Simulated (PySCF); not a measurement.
# MoSCl2: structure of the singlet

Aim: relax MoSCl2 as a singlet from a trigonal planar start, check by its vibrations whether the end is a minimum, and collect its spectrum and constants.

The runs use PySCF 2.14.0; B3LYP, basis Mo def2-SVP with ECP28, S def2-SVP, Cl def2-SVP, scalar-relativistic core potentials, no spin–orbit coupling, density fitting.

## (1) Starting geometry

4 atoms, charge 0, spin multiplicity 1.

Bond lengths: Mo1–S2 2.150 Å, Mo1–Cl3 2.370 Å, Mo1–Cl4 2.370 Å. Angles: S2–Mo1–Cl3 120.0°, S2–Mo1–Cl4 120.0°, Cl3–Mo1–Cl4 120.0°.

```xyz
4
charge 0 multiplicity 1
Mo    0.0000    0.0000    0.0000
S    -1.0750   -1.8620    0.0000
Cl    2.3700    0.0000    0.0000
Cl   -1.1850    2.0525    0.0000
```

## (2) Finding the electronic state

The steps below are one call of a driver around PySCF. For each, scf.py gives the equivalent set-up of the SCF; relaxations use the driver's own optimiser. After this first run the driver tries any further starts and a stability analysis.

scf.py

```python
from pyscf import gto, scf, dft
mol = gto.M(atom='''
Mo     0.000000     0.000000     0.000000
S     -1.075000    -1.862000     0.000000
Cl     2.370000     0.000000     0.000000
Cl    -1.185000     2.052500     0.000000''',
    basis={'Mo': 'def2-SVP', 'S': 'def2-SVP', 'Cl': 'def2-SVP'},
    ecp={'Mo': 'def2-SVP'},
    charge=0, spin=0)
mf = dft.RKS(mol, xc='B3LYP')
mf.grids.atom_grid = (50, 194)
aux = {'Mo': 'def2-universal-JKFIT', 'S': 'def2-universal-JKFIT', 'Cl': 'def2-universal-JKFIT'}
mf = mf.density_fit(auxbasis=aux)
mf.conv_tol = 1e-08
mf.diis_space = 10
mf.max_cycle = 60
mf.init_guess = 'minao'
mf.verbose = 4
mf.kernel()
```

Run with:

```bash
OMP_NUM_THREADS=2 python axn.py task.json out
```

Further steps of the session: Relaxing the singlet from the trigonal planar start; Frequencies; The broken-symmetry singlet; Vibrations and properties at this point.

Q: Predict the outcome of this session. Wanted: minimum; geometry; wavenumbers; dipole moment; highest occupied, lowest empty level; polar-tensor charge of Mo1; zero-point energy; atomisation energy; ⟨S²⟩.

As calculated:

| quantity | value |
| --- | --- |
| minimum | broken-symmetry (Ms = 0), C2v |
| geometry | Mo–Cl 2.245 Å (×2), Mo–S 2.081 Å; Cl–Mo–Cl 130.7°, Cl–Mo–S 114.6° (×2) |
| wavenumbers (cm⁻¹) | 64, 106, 138, 377, 449, 578 |
| dipole moment | 0.27 D |
| highest occupied, lowest empty level (either spin) | -6.42, -4.05 eV |
| polar-tensor charge of Mo1 | +1.25 e |
| zero-point energy | 10.2 kJ/mol |
| entropy at 298.15 K | 342.8 J/(mol K) |
| atomisation energy (no zero-point energy) | 1147 kJ/mol |
| ⟨S²⟩ | 0.093 |

In words: The molecule stays C2v, as typed, and the end point is a minimum. In the infrared the band at 449 cm⁻¹ (stretch) leads. Only this shape and spin were tried, so other structures or states may lie lower. The SCF density has lower symmetry than the nuclear frame.
